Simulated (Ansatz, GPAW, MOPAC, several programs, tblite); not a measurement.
# RuBrCl (a single layer) from cheap methods to r2SCAN

How much accuracy does each second buy? RuBrCl as a single layer in vacuum is computed with 9 methods, from the cheapest up to r2SCAN.

Method: no spin polarisation, static lattice; gaps from single points on the cell relaxed beforehand with r²SCAN, in MOPAC, tblite, GPAW, Ansatz (versions at each run).

### 1 The system as given

It takes space group P3m1 (No. 156, trigonal). The conventional cell has a = 3.524 Å, b = 3.524 Å, c = 30.414 Å, α = 90.00°, β = 90.00°, γ = 120.00°. Around Ru (site symmetry 3m) lie 3 Br at 2.40 Å and 3 Cl at 2.72 Å. Cl (site symmetry 3m) is surrounded by 3 Ru at 2.72 Å. Around Br (site symmetry 3m) lie 3 Ru at 2.40 Å.

Structure file:

```cif
data_structure
_symmetry_space_group_name_H-M 'P3m1'
_symmetry_Int_Tables_number 156
_cell_length_a 3.5244
_cell_length_b 3.5244
_cell_length_c 30.4144
_cell_angle_alpha 90.000
_cell_angle_beta 90.000
_cell_angle_gamma 120.000
_cell_volume 327.18
loop_
_atom_site_label
_atom_site_type_symbol
_atom_site_symmetry_multiplicity
_atom_site_Wyckoff_symbol
_atom_site_fract_x
_atom_site_fract_y
_atom_site_fract_z
_atom_site_occupancy
Ru1 Ru 1 b 0.33333 0.66667 0.29009 1
Cl1 Cl 1 c 0.66667 0.33333 0.34938 1
Br1 Br 1 c 0.66667 0.33333 0.24827 1
```

The cell holds a single layer (2H monolayer (Janus)) with vacuum along c; the form is built, and need not be the compound's stable one.

**Question.** The methods are PM6, PM7, GFN1-xTB (tblite), GFN2-xTB (tblite), PBE/single-zeta, coarse PBE, GLLB-SC, PBE, r2SCAN. What gap does r2SCAN give on this cell, and which other methods (full PBE left aside) come nearest to r2SCAN and farthest in gap?

```
                                      quantity                                         value
                                        r2SCAN                                   gap 0.62 eV
gap: nearest and farthest of the other methods  GFN2-xTB (tblite) (-0.07 eV), PM7 (+3.77 eV)
```

For the gap, of the 6 methods compared (full PBE left aside), GFN2-xTB (tblite) comes nearest to r2SCAN and PM7 is farthest. A minimal basis or a coarse cutoff and mesh shifts results by its own error, so closeness to r2SCAN can be chance. Cluster runs see only the k-points that fold onto the zone centre, so their gaps can miss the band edges. GLLB-SC is compared with its derivative discontinuity added. PM6 ended in an unphysical state and is left out of the comparison. CPU times run from 0.97 s (GFN1-xTB (tblite)) to 73 s (GLLB-SC). On this cell GLLB-SC cost more than r2SCAN itself (41 s), so it is no saving here. r2SCAN is a yardstick, not the truth: it usually gives gaps below the measured ones.
